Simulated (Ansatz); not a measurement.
# GeO+ (doublet): the correlation ladder, cc-pVDZ

How much of the correlation energy of GeO+ (doublet) does each wave-function method recover here?

Computed with Ansatz 0.2.0, Gaussian basis. Level: cc-pVDZ, core rule «outside noble gas», up to 15 orbitals frozen.

Plan: UHF; CCSD(T) on ROHF; CCSD(T) on UHF; BCCD(T) on ROHF; CISD; CCSDT(Q) on ROHF; CCSDT(Q) on UHF; CISDTQ; CCSDTQ on ROHF; CCSDTQ on UHF; CASSCF and MRCISD+Q, 9 electrons in 8 orbitals; CASSCF and NEVPT4(SD), 9 electrons in 8 orbitals; CASSCF and NEVPT2, 9 electrons in 8 orbitals.

4 further runs of the same task are left out: 4 set aside as unsound or not needed.

## (1) The system

The geometry is a PBE0/def2-TZVP stationary point (not a proven minimum) of the parent state, kept for this charge and spin. No spin-orbit coupling is included. The filled d shell of Ge may be among the frozen orbitals whatever the setting's name suggests; the logs give the count.

2 atoms, charge 1, spin multiplicity 2.

Atoms are counted from 1 here; the program's logs count them from 0.

Bond lengths: Ge1–O2 1.850 Å.

## (2) UHF

Contents of in.yaml:

```yaml
crystal:
  periodic: [false, false, false]
  atoms:
    - {symbol: Ge, position_ang: [0.000000, 0.000000, 0.000000]}
    - {symbol: O, position_ang: [0.000000, 0.000000, 1.850446]}
basis:
  gaussian: {orbitals: cc-pVDZ}
total_charge: 1
magnetization: {spin_polarized: true, initial_magnetization: 1}
hamiltonian: {xc: hf}
output: {orbitals: {seedname: orbitals}}
```

Run with:

```
> ansatz run in.yaml --threads 1 --pin off --events-out ev --progress --plain --max-ram 2816MiB --backend cpu
```

The runs that follow: CCSD(T) on ROHF; CCSD(T) on UHF; BCCD(T) on ROHF; CISD; CCSDT(Q) on ROHF; CCSDT(Q) on UHF; CISDTQ; CCSDTQ on ROHF; CCSDTQ on UHF; CASSCF and MRCISD+Q, 9 electrons in 8 orbitals; CASSCF and NEVPT4(SD), 9 electrons in 8 orbitals; CASSCF and NEVPT2, 9 electrons in 8 orbitals.

Before running them: what should the planned runs give, taken together? Wanted: UCCSDTQ below the RHF energy; RMP2 from UCCSDTQ; UMP2 from UCCSDTQ; RCCSD from UCCSDTQ; RCCSD(T) from UCCSDTQ; UCCSD(T) from UCCSDTQ; RCCSDT(Q) from UCCSDTQ; UCCSDT(Q) from UCCSDTQ; NEVPT2 valence from UCCSDTQ.

**Answer**, as computed:

| quantity | value |
| --- | --- |
| UCCSDTQ below the RHF energy | -6.3629 eV |
| RMP2 from UCCSDTQ | +883.2 meV |
| UMP2 from UCCSDTQ | +877.3 meV |
| RCCSD from UCCSDTQ | +245.5 meV |
| RCCSD(T) from UCCSDTQ | +52.5 meV |
| UCCSD(T) from UCCSDTQ | +52.7 meV |
| RCCSDT(Q) from UCCSDTQ | +3.9 meV |
| UCCSDT(Q) from UCCSDTQ | -6.3 meV |
| NEVPT2 valence from UCCSDTQ | +819.4 meV |
| NEVPT4(SD) valence from UCCSDTQ | +138.5 meV |
| MRCISD+Q valence from UCCSDTQ | +48.6 meV |
| levels within 1 kcal/mol (43 meV) | RCCSDT, UCCSDT, RCCSDT(Q), UCCSDT(Q), RCCSDTQ |
| T1 diagnostic | 0.035 |
| effectively unpaired electrons | 1.04 |

What this shows: RCCSD(T) lands +52.5 meV from the yardstick (0.8 % of the correlation energy). One determinant dominates. Of the multireference levels listed MRCISD+Q valence comes nearest in total energy (+48.6 meV), which doesn't show that its space is the better one. These misses are within one basis, not against nature; the frozen cores of restricted and unrestricted runs differ, which can shift their rows.
